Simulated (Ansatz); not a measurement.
## MgZn2, space group Fd-3m: cell relaxations under several functionals, step by step

Program: the Python package of Ansatz (0.2.0).

Input file `mgzn2.cif`:
```cif
data_MgZn2
_cell_length_a 5.150636
_cell_length_b 5.150636
_cell_length_c 5.150636
_cell_angle_alpha 60.00000
_cell_angle_beta 60.00000
_cell_angle_gamma 60.00000
_symmetry_space_group_name_H-M 'P 1'
_symmetry_Int_Tables_number 1
loop_
_symmetry_equiv_pos_as_xyz
'x, y, z'
loop_
_atom_site_label
_atom_site_type_symbol
_atom_site_fract_x
_atom_site_fract_y
_atom_site_fract_z
Mg1 Mg    0.750000    0.750000    0.750000
Mg2 Mg    0.500000    0.500000    0.500000
Zn3 Zn    0.125000    0.125000    0.125000
Zn4 Zn    0.625000    0.125000    0.125000
Zn5 Zn    0.125000    0.125000    0.625000
Zn6 Zn    0.125000    0.625000    0.125000
```

Interactive session:
```pycon
>>> import ansatz as az
>>> from ase.io import read
>>> import numpy as np
>>> def edges_and_angles(cell):
...     cell = np.asarray(cell)
...     a, b, c = np.linalg.norm(cell, axis=1)
...     cosines = cell[1] @ cell[2] / (b * c), cell[0] @ cell[2] / (a * c), cell[0] @ cell[1] / (a * b)
...     return (a, b, c, *np.degrees(np.arccos(cosines)))
...
>>> atoms = read("mgzn2.cif")
>>> cell = az.Crystal.from_ase(atoms)
>>> job = (
...     cell.calculation()
...     .kpoints(spacing=0.29)
...     .occupations("cold", width=0.1)
...     .scf(tolerance=1e-09)
...     .relax(cell=True, force_tolerance=0.005, max_steps=100)
... )
>>> levels = [("pbesol", "d3bj"), ("blyp", "d3bj"), ("lda", "none")]
>>> print("level            a       b       c    alpha   beta  gamma  V/atom  steps")
level            a       b       c    alpha   beta  gamma  V/atom  steps
>>> for name, dispersion in levels:
...     seen = []
...     run = job.functional(name, dispersion=dispersion).session().plan()
...     done = run.execute(on_event=lambda e: seen.append(e) if e["event"] == "relax_step" else None)
...     cell = done.lattice.cell_ang
...     label = name if dispersion == "none" else f"{name}+{dispersion}"
...     print("{:13s} {:7.4f} {:7.4f} {:7.4f} {:6.2f} {:6.2f} {:6.2f}".format(label, *edges_and_angles(cell)), f"{abs(np.linalg.det(cell)) / len(done.lattice.sites):7.3f} {len(seen):5d}")
...
DeckWarning: basis.ecutwfc = 420 eV, auto-derived from the records' recommended cutoffs: set by Mg (normal level)
DeckWarning: relax.cell: scf.convergence.dr2_threshold = 1e-9 eV is looser than the 6e-10 eV advised for a relaxation that steers and ends on the stress (1e-10 eV for each atom of the cell: 6). What an SCF threshold leaves in a stress goes as its square root, and in the free energy as the threshold itself, and one threshold admits the most on a small cell: of the crystals measured, under no [...]
pbesol+d3bj    5.0481  5.0481  5.0481  60.00  60.00  60.00  15.160     5
blyp+d3bj      5.0711  5.0711  5.0711  60.00  60.00  60.00  15.369     5
lda            5.0541  5.0541  5.0541  60.00  60.00  60.00  15.214     5
```

From smallest to largest: PBEsol+D3BJ (15.16 Å³ an atom, -5.9 % against the start), LDA (15.21 Å³ an atom, -5.5 % against the start) and BLYP+D3BJ (15.37 Å³ an atom, -4.6 % against the start). The spread is 1.4 % in volume.

Notes:
- Forces vanish by symmetry, so the ions can't move, and the end may be a saddle.
- BLYP and dispersion corrections can be off by several per cent in the lattices of metals, and by several GPa in the pressure at a fixed cell.
- For a metal this k-point mesh is coarse: on a finer one energies can move by several to tens of meV an atom and pressures by half a GPa or more, differences at one mesh by less.
- Edges and angles are those of the cell as typed, here a primitive one, not of the conventional cell.
- This cell is a computed structure, which may not be the phase found in nature.
- Warnings are shown shortened and without file and line.
- Hardware and time: 68 s on 1 thread of Arm Neoverse V1 (shared host), peak memory 0.52 GiB.
